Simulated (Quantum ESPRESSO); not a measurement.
The system is MgV.

```xyz
2
Lattice="2.8192 0.0000 0.0000 -1.4096 2.4415 0.0000 0.0000 0.0000 4.5517" Properties=species:S:1:pos:R:3 pbc="T T T"
Mg    0.0000    0.0000    0.0549
V     0.0000    0.0000    2.1342
```

The cell was built by a generator and needn't be a form met in nature.

```yaml
Program: Quantum ESPRESSO 7.5
Task: relaxation of cell and atoms
Functional: BP86
Dispersion: D3
Potentials_or_basis: JTH 2.0 PBE
Cutoff: 490 eV
Density_cutoff: 2939 eV
k_mesh: 8 × 8 × 4
Occupations: methfessel-paxton, width 0.05 eV
Spin: collinear spin, ferromagnetic start
Starting_moments: "[0.0, 2.0] μB"
```

At the start: pressure -22.7 GPa; volume 15.67 Å³/atom.

Q: Where does the relaxation end?

A: Over 8 steps the energy falls by 1369.2 meV/atom and the volume is 10.77 Å³/atom (-31.3 %); space group P6/mmm (No. 191, to 0.05 Å); moment 0.36 μB per cell.

Step by step:
```tsv
step	energy change (eV)	largest force (eV/Å)	pressure (GPa)	volume (Å³)
1	0.0000	4.2951	-22.72	31.33
2	-1.1289	1.4037	-27.70	29.87
3	-2.3910	1.5111	-20.30	25.40
4	-2.5374	1.4446	-13.29	23.88
5	-2.6786	0.5346	-4.86	22.37
6	-2.7273	0.4732	-0.82	21.69
7	-2.7357	0.2762	-1.21	21.69
8	-2.7383	0.0000	-0.16	21.53
```

Final structure:
```
Mg V
1.0
     2.33598    0.00000    0.00000
    -1.16799    2.02302    0.00000
     0.00000    0.00000    4.55693
Mg V
1 1
Direct
  0.00000 0.00000 0.99048
  0.00000 0.00000 0.49046
```

Caveat: the k mesh is coarse; the potentials were made for another functional, which shifts forces and pressure; the volume moved by over 15 % at a fixed basis, so the end points are rough; the cutoff is low for these files, which shifts pressure and relaxed volume; pairwise dispersion overbinds metals, which lowers pressure and volume.
